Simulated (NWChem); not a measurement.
# PbO (SMILES [O][Pb]) at 6 levels

Wanted: a comparison of 6 runs (HF/def2-SVP, B3LYP/def2-TZVP, TPSSh/def2-TZVP, r2SCAN/def2-TZVP, MP2/def2-SVP, CCSD/def2-TZVP) of PbO. 

The calculation is run with NWChem 7.3.0.

2 further runs of the same task are left out: 2 set aside as unsound or not needed.

### 1 The structure to begin with

PbO has 2 atoms, charge 0, and is taken as a singlet. SMILES: `[O][Pb]`. Geometry: the measured bond length.

Bond lengths: O1–Pb2 1.922 Å.

### 2 Energy and gradient at HF/def2-SVP (core potential) (run 1)

The input, struct.nw:

```
start struct
memory 2200 mb

geometry units bohr noautosym nocenter noautoz
O    0.00000000   0.00000000   0.00000000
Pb   0.00000000   0.00000000   3.63170023
end

basis spherical bse
* library def2-SVP
end

ecp bse
Pb library def2-SVP
end

scf
thresh 1e-08
maxiter 80
end

task scf gradient
```

Command:

```sh
$ nwchem struct.nw > struct.out
```

Standard output:

```text
[...]
  functions       =    40
[...]
  wavefunction    = RHF
[...]
         Total SCF energy =   -266.566783966065
      One-electron energy =   -536.716009846940
      Two-electron energy =    221.687076239190
 Nuclear repulsion energy =     48.462149641684
        Time for solution =      4.4s
[...]
                         RHF ENERGY GRADIENTS
    atom               coordinates                        gradient
                 x          y          z           x          y          z
   1 O       0.000000   0.000000   0.000000    0.000000   0.000000  -0.025350
   2 Pb      0.000000   0.000000   3.631700   -0.000000  -0.000000   0.025350
[...]
```

It took 6 s on 1 thread of Intel Xeon Platinum 8488C (Sapphire Rapids), shared host; peak memory 0.1 GiB.

### 3 Energy and forces at B3LYP/def2-TZVP (core potential) (run 2)

The input, mymol.xyz:

```xyz
2
OPb
O      0.000000     0.000000     0.000000
Pb     0.000000     0.000000     1.921813
```

The input, run.py:

```python
from ase.io import read
from ase.calculators.nwchem import NWChem

system = read('mymol.xyz')

calc = NWChem(
    label='mymol',
    theory='dft',
    memory='2200 mb',
    basis='def2-TZVP',
    basispar='spherical bse',
    dft={'xc': 'b3lyp', 'mult': '1', 'grid': 'xfine', 'convergence': 'energy 1e-08', 'iterations': '100', 'mulliken': None},
    **{'ecp bse': {'Pb library': 'def2-TZVP'}},
)
system.calc = calc

forces = system.get_forces()
print("Total energy (eV):", round(system.get_potential_energy(), 6))
print("forces (eV/A):")
for s, f in zip(system.symbols, forces):
    print(f"{s:2s} {f[0]:10.5f} {f[1]:10.5f} {f[2]:10.5f}")
print("dipole (e A):", system.get_dipole_moment().round(4))
```

Command:

```sh
$ export ASE_NWCHEM_COMMAND="nwchem PREFIX.nwi > PREFIX.nwo"
$ python run.py
```

Standard output:

```text
Total energy (eV): -7297.614239
forces (eV/A):
O    -0.00000   -0.00000    0.00581
Pb    0.00000    0.00000   -0.00581
dipole (e A): [-0.     -0.      0.9768]
```

The calculator wrote mymol.nwi:

```
title "mymol"

permanent_dir mymol

scratch_dir mymol

start mymol

geometry units angstrom nocenter noautosym noautoz
  O  0.0000000000000000e+00 0.0000000000000000e+00 0.0000000000000000e+00
  Pb 0.0000000000000000e+00 0.0000000000000000e+00 1.9218130000000000e+00
end

memory 2200 mb

basis spherical bse noprint
   * library def2-TZVP
end

dft
  xc b3lyp
  mult 1
  grid xfine
  convergence energy 1e-08
  iterations 100
  mulliken
end
ecp bse
  Pb library def2-TZVP
end

task dft gradient
```

mymol.nwo:

```text
Northwest Computational Chemistry Package (NWChem) 7.3.0
             --------------------------------------------------------

           Job information
           ---------------

    nwchem branch   = 7.3.0
    use scalapack   = T
    input           = mymol.nwi
    prefix          = mymol.
    data base       = mymol/mymol.db
    status          = startup
    nproc           =        1

           Memory information
           ------------------

[... 5 lines left out ...]
    hardfail = no
[... 75 lines left out ...]
  convergence criterion.
[... 41 lines left out ...]
          Spatial weights used:  Erf1
[... 32 lines left out ...]
 1-e energy   =    -535.528216
[... 51 lines left out ...]
           Coulomb energy =      245.021252424507
[... 637 lines left out ...]
          Convergence on density requested:  1.00D-05
[... 27 lines left out ...]
          total energy or number of iterations.
[... 33 lines left out ...]
                 ----------------------------------------
                 |  Time  |  1-e(secs)   |  2-e(secs)   |
                 ----------------------------------------
                 |  CPU   |       0.02   |       4.34   |
                 ----------------------------------------
                 |  WALL  |       0.02   |       4.34   |
                 ----------------------------------------

 Task  times  cpu:       23.4s     wall:       23.4s
 Total times  cpu:       23.4s     wall:       23.4s
```

Wall time 25 s (1 thread of Intel Xeon Platinum 8488C (Sapphire Rapids), shared host); peak memory 0.13 GiB.

### 4 Energy and gradient at TPSSh/def2-TZVP (core potential) (run 3)

The input, mymol.nw:

```
start mymol
title "PbO"
memory stack 880 mb heap 220 mb global 1100 mb
geometry noautosym nocenter noautoz
O        0.000000       0.000000       0.000000
Pb       0.000000       0.000000       1.921813
end
basis spherical bse
* library def2-TZVP
end
ecp bse
Pb library def2-TZVP
end
dft
xc xctpssh
grid xfine
convergence energy 1e-08
maxiter 100
mulliken
end
task dft gradient
```

Command:

```sh
$ nwchem mymol.nw > mymol.out
```

Standard output:

```text
[...]
          Wavefunction type:  closed shell.
          No. of atoms     :     2
          No. of electrons :    30
[...]
          Charge           :     0
          Spin multiplicity:     1
[...]
          AO basis - number of functions:    81
[...]
              XC Information
              --------------
                  TPSS hybrid Method XC Functional
                     Hartree-Fock (Exact) Exchange  0.100
                  TPSS metaGGA Exchange Functional  0.900
             TPSS03 metaGGA Correlation Functional  1.000
[...]
 d= 0,ls=0.0,diis     1   -267.7733376114 -3.16D+02  5.41D-02  1.88D+00     2.9
[...]
 d= 0,ls=0.0,diis    12   -268.0534736281 -9.07D-09  1.73D-07  2.70D-10    24.2
         Total DFT energy =     -268.053473628064
      One electron energy =     -536.990601082557
           Coulomb energy =      245.008213274085
    Exchange-Corr. energy =      -24.533238913544
 Nuclear repulsion energy =       48.462153093952
[...]
      Total Density - Mulliken Population Analysis
     ---------------------------------------------
    Atom       Charge   Shell Charges
 -----------   ------   -------------------------------------------------------
    1 O    8     8.65   0.79  1.18  0.63  0.95  0.38  1.78  1.79  1.13  0.00  0.01  0.00
    2 Pb  22    21.35   0.07 -0.61  1.88  0.69  1.21  0.72 -0.63  6.60  0.52  0.65  0.15  8.96  1.01  0.09  0.01  0.04
[...]
  wavefunction    = closed shell
                         DFT ENERGY GRADIENTS
    atom               coordinates                        gradient
                 x          y          z           x          y          z
   1 O       0.000000   0.000000   0.000000    0.000000   0.000000  -0.001520
   2 Pb      0.000000   0.000000   3.631700   -0.000000  -0.000000   0.001520
[...]
```

Run time: 32 s. Hardware: 1 thread of Intel Xeon Platinum 8488C (Sapphire Rapids), shared host; peak memory 0.13 GiB.

Runs 4 to 5 aren't shown in full; the table further down has their settings and results.

### 5 A single-point energy at CCSD/def2-TZVP (core potential) (run 6)

The input, opb.nw:

```
start opb
title "OPb"
memory total 2200 mb
charge 0

geometry units angstrom noautosym nocenter noautoz
   O     0.000000    0.000000    0.000000
   Pb    0.000000    0.000000    1.921813
end

basis "ao basis" spherical bse
   * library def2-TZVP
end

ecp bse
   Pb library def2-TZVP
end

scf
   singlet
   rhf
   thresh 1e-08
   maxiter 80
end

ccsd
   freeze core 5
   maxiter 60
end

task ccsd energy
```

Command:

```sh
$ nwchem opb.nw > opb.out
```

Standard output:

```text
[...]
  functions       =    81
[...]
  wavefunction    = RHF
[...]
         Total SCF energy =   -266.680624321510
      One-electron energy =   -536.876783087916
      Two-electron energy =    221.734005672454
 Nuclear repulsion energy =     48.462153093952
        Time for solution =     25.5s
[...]
 Total MP2 energy:           -267.345766007595103
[...]
             energy      energy      error      ampl     ampl      Block
                                                time     time      time
[...]
 Total CCSD energy:           -267.294171731532288
[...]
```

Wall time 1.9 min (1 thread of Intel Xeon Platinum 8488C (Sapphire Rapids), shared host); peak memory 0.17 GiB.

### 6 All runs side by side

| run | level | core potential | iteration cap | energy (Eh) | dipole moment (D) | HOMO energy (eV) | LUMO energy (eV) | wall time |
| --- | --- | --- | --- | --- | --- | --- | --- | --- |
| 1 | HF/def2-SVP (core potential) | def2-SVP | 80 | -266.566784 | 5.64 | -9.86 | 0.56 | 6 s |
| 2 | B3LYP/def2-TZVP (core potential) | def2-TZVP | 100 | -268.182379 | 4.69 | -7.12 | -2.48 | 25 s |
| 3 | TPSSh/def2-TZVP (core potential) | def2-TZVP | 100 | -268.053474 | 4.54 | -6.59 | -2.50 | 32 s |
| 4 | r2SCAN/def2-TZVP (core potential) | def2-TZVP | 100 | -268.167858 | 4.46 | -6.33 | -2.73 | 31 s |
| 5 | MP2/def2-SVP (core potential) | def2-SVP | 80 | -266.885911 | 3.02 | -9.86 | 0.56 | 11 s |
| 6 | CCSD/def2-TZVP (core potential) | def2-TZVP | 80 | -267.294172 | – | -9.96 | 0.24 | 1.9 min |

### 7 Summary of results

```
                                          quantity          value
                               run 6: total energy  -267.29417 Eh
        run 6: HOMO energy (Hartree–Fock orbitals)       -9.96 eV
        run 6: LUMO energy (Hartree–Fock orbitals)        0.24 eV
      run 6: HOMO–LUMO gap (Hartree–Fock orbitals)       10.21 eV
run 6: correlation energy (5 core orbitals frozen)     -613.5 mEh
```

What this shows: Over runs 1, 2, 3, 4, 5 the dipole moment (its size) runs from 3.02 D (MP2/def2-SVP) to 5.64 D (HF/def2-SVP). Over runs 1, 2, 3, 4 the HOMO–LUMO gap runs from 3.60 eV (r2SCAN/def2-TZVP) to 10.42 eV (HF/def2-SVP). The two ends differ in method and basis. Totals of different functionals can't be ranked against each other. All runs together took 3.7 min, the longest 1.9 min.
